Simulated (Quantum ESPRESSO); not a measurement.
# Ge (I4_1/amd) in Quantum ESPRESSO: single point with PBE

Aim: the single point of Ge with PBE.

Everything below comes from runs of Quantum ESPRESSO 7.5. Logs are shortened: lines on timing, memory, paths and dates and some standing lists are left out, and cuts for length are marked.

**1. The structure**

Symmetry: I4_1/amd, No. 141, tetragonal system. The conventional cell has a = 4.002 Å, b = 4.002 Å, c = 5.789 Å, α = 90.00°, β = 90.00°, γ = 90.00°. Ge (site symmetry -4m2) has 4 Ge at 2.47 Å as nearest neighbours.

**2. Single point, PBE**

Contents of pw.in:

```
&CONTROL
  calculation = 'scf'
  prefix = 'pwscf'
  outdir = './tmp'
  pseudo_dir = './pseudo'
  tprnfor = .true.
  tstress = .true.
  disk_io = 'nowf'
/
&SYSTEM
  ibrav = 0
  nat = 2
  ntyp = 1
  ecutwfc = 78
  nbnd = 21
  occupations = 'smearing'
  smearing = 'gaussian'
  degauss = 0.00073499
/
&ELECTRONS
  conv_thr = 4d-10
  electron_maxstep = 120
  mixing_beta = 0.5
/
ATOMIC_SPECIES
Ge    72.6300 Ge.upf
CELL_PARAMETERS angstrom
   0.0000000000    2.8297500000    2.8944300000
   2.8297500000    0.0000000000    2.8944300000
   2.8297500000    2.8297500000    0.0000000000
ATOMIC_POSITIONS crystal
Ge     0.0000000000    0.0000000000    0.0000000000
Ge     0.2500000000    0.2500000000    0.2500000000
K_POINTS automatic
10 10 10 0 0 0
```

Potentials or basis: PseudoDojo 0.4.1 SR PBE standard.

Started as:

```bash
$ OMP_NUM_THREADS=1 pw.x -in pw.in > pw.out
```

pw.out:

```text
This program is part of the open-source Quantum ESPRESSO suite
     for quantum simulation of materials; please cite
         "P. Giannozzi et al., J. Phys.:Condens. Matter 21 395502 (2009);
         "P. Giannozzi et al., J. Phys.:Condens. Matter 29 465901 (2017);
         "P. Giannozzi et al., J. Chem. Phys. 152 154105 (2020);
     in publications or presentations arising from this work. More details at

     Message from routine setup:
     using ibrav=0 with symmetry is DISCOURAGED, use correct ibrav instead

     G-vector sticks info
     --------------------
     sticks:   dense  smooth     PW     G-vecs:    dense   smooth      PW
     Sum        1253    1253    367                29179    29179    4685

     Using Slab Decomposition

     bravais-lattice index     =            0
     lattice parameter (alat)  =       7.6494  a.u.
     unit-cell volume          =     312.8137 (a.u.)^3
     number of atoms/cell      =            2
     number of atomic types    =            1
     number of electrons       =        28.00
     number of Kohn-Sham states=           21
     kinetic-energy cutoff     =      78.0000  Ry
     charge density cutoff     =     312.0000  Ry
     scf convergence threshold =      4.0E-10
     mixing beta               =       0.5000
     number of iterations used =            8  plain     mixing
     Exchange-correlation= PBE
                           (   1   4   3   4   0   0   0)

     celldm(1)=   7.649356  celldm(2)=   0.000000  celldm(3)=   0.000000
     celldm(4)=   0.000000  celldm(5)=   0.000000  celldm(6)=   0.000000

     crystal axes: (cart. coord. in units of alat)
               a(1) = (   0.000000   0.699072   0.715051 )
               a(2) = (   0.699072   0.000000   0.715051 )
               a(3) = (   0.699072   0.699072   0.000000 )

     reciprocal axes: (cart. coord. in units 2 pi/alat)
               b(1) = ( -0.715234  0.715234  0.699251 )
               b(2) = (  0.715234 -0.715234  0.699251 )
               b(3) = (  0.715234  0.715234 -0.699251 )

     PseudoPot. # 1 for Ge read from file:
     Ge.upf
     Pseudo is Norm-conserving + core correction, Zval = 14.0
     Generated using ONCVPSP code by D. R. Hamann
     Using radial grid of 1560 points,  6 beta functions with:
                l(1) =   0
                l(2) =   0
                l(3) =   1
                l(4) =   1
                l(5) =   2
                l(6) =   2

     atomic species   valence    mass     pseudopotential
     Ge               14.00    72.63000     Ge( 1.00)

     16 Sym. Ops., with inversion, found ( 8 have fractional translation)

   Cartesian axes

     site n.     atom                  positions (alat units)
         1        Ge     tau(   1) = (   0.0000000   0.0000000   0.0000000  )
         2        Ge     tau(   2) = (   0.3495361   0.3495361   0.3575255  )

     number of k points=   102  Gaussian smearing, width (Ry)=  0.0007

     Number of k-points >= 100: set verbosity='high' to print them.

     Dense  grid:    29179 G-vectors     FFT dimensions: (  48,  48,  48)

     Initial potential from superposition of free atoms

     starting charge      27.9984, renormalised to      28.0000
     Starting wfcs are   18 randomized atomic wfcs +    3 random wfcs

     Self-consistent Calculation

     iteration #  1     ecut=    78.00 Ry     beta= 0.50
     Davidson diagonalization with overlap
     ethr =  1.00E-02,  avg # of iterations =  5.3

     Threshold (ethr) on eigenvalues was too large:
     Diagonalizing with lowered threshold

     Davidson diagonalization with overlap
     ethr =  1.14E-04,  avg # of iterations =  3.6

     total energy              =    -357.28439950 Ry
     estimated scf accuracy    <       0.03272176 Ry

     iteration #  2     ecut=    78.00 Ry     beta= 0.50
     Davidson diagonalization with overlap
     ethr =  1.17E-04,  avg # of iterations =  1.0

     total energy              =    -357.28408826 Ry
     estimated scf accuracy    <       0.00636496 Ry

     iteration #  3     ecut=    78.00 Ry     beta= 0.50
     Davidson diagonalization with overlap
     ethr =  2.27E-05,  avg # of iterations =  2.4

     total energy              =    -357.28441415 Ry
     estimated scf accuracy    <       0.00008430 Ry

     iteration #  4     ecut=    78.00 Ry     beta= 0.50
     Davidson diagonalization with overlap
     ethr =  3.01E-07,  avg # of iterations =  4.4

     total energy              =    -357.28442956 Ry
     estimated scf accuracy    <       0.00000575 Ry

     iteration #  5     ecut=    78.00 Ry     beta= 0.50
     Davidson diagonalization with overlap
     ethr =  2.05E-08,  avg # of iterations =  1.3

     total energy              =    -357.28442964 Ry
     estimated scf accuracy    <       0.00000064 Ry

     iteration #  6     ecut=    78.00 Ry     beta= 0.50
     Davidson diagonalization with overlap
     ethr =  2.28E-09,  avg # of iterations =  2.0

     total energy              =    -357.28442991 Ry
     estimated scf accuracy    <       0.00000018 Ry

     iteration #  7     ecut=    78.00 Ry     beta= 0.50
     Davidson diagonalization with overlap
     ethr =  6.29E-10,  avg # of iterations =  2.0

     total energy              =    -357.28442994 Ry
     estimated scf accuracy    <          2.1E-09 Ry

     iteration #  8     ecut=    78.00 Ry     beta= 0.50
     Davidson diagonalization with overlap
     ethr =  7.45E-12,  avg # of iterations =  2.4

     total energy              =    -357.28442994 Ry
     estimated scf accuracy    <          8.2E-10 Ry

     iteration #  9     ecut=    78.00 Ry     beta= 0.50
     Davidson diagonalization with overlap
     ethr =  2.91E-12,  avg # of iterations =  2.0

     End of self-consistent calculation

     Number of k-points >= 100: set verbosity='high' to print the bands.

     the Fermi energy is     9.2815 ev

!    total energy              =    -357.28442994 Ry
     estimated scf accuracy    <          2.8E-11 Ry
     smearing contrib. (-TS)   =      -0.00000083 Ry
     internal energy E=F+TS    =    -357.28442911 Ry

     The total energy is F=E-TS. E is the sum of the following terms:
     one-electron contribution =    -185.65373254 Ry
     hartree contribution      =     111.64038400 Ry
     xc contribution           =     -87.29546156 Ry
     ewald contribution        =    -195.97561901 Ry

     convergence has been achieved in   9 iterations

     Forces acting on atoms (cartesian axes, Ry/au):

     atom    1 type  1   force =     0.00000000   -0.00000000    0.00000000
     atom    2 type  1   force =    -0.00000000    0.00000000   -0.00000000

     Total force =     0.000000     Total SCF correction =     0.000000

     Computing stress (Cartesian axis) and pressure

          total   stress  (Ry/bohr**3)                   (kbar)     P=       20.25
   0.00017464  -0.00000000  -0.00000000           25.69       -0.00       -0.00
  -0.00000000   0.00017464   0.00000000           -0.00       25.69        0.00
  -0.00000000   0.00000000   0.00006372           -0.00        0.00        9.37

=------------------------------------------------------------------------------=
   JOB DONE.
=------------------------------------------------------------------------------=
```

Run time: 78 s. Hardware: 1 thread of Intel Xeon 6975P-C (Granite Rapids), shared host; peak memory 0.18 GiB.

Results:

| Property | Result |
| --- | --- |
| Free energy | -4861.1023 eV |
| Pressure | 2.0 GPa |
| Band gap on the k mesh | none (metal or under the smearing width) |

Stress tensor (GPa, compression positive):
```
2.57 0.00 0.00
0.00 2.57 0.00
0.00 0.00 0.94
```
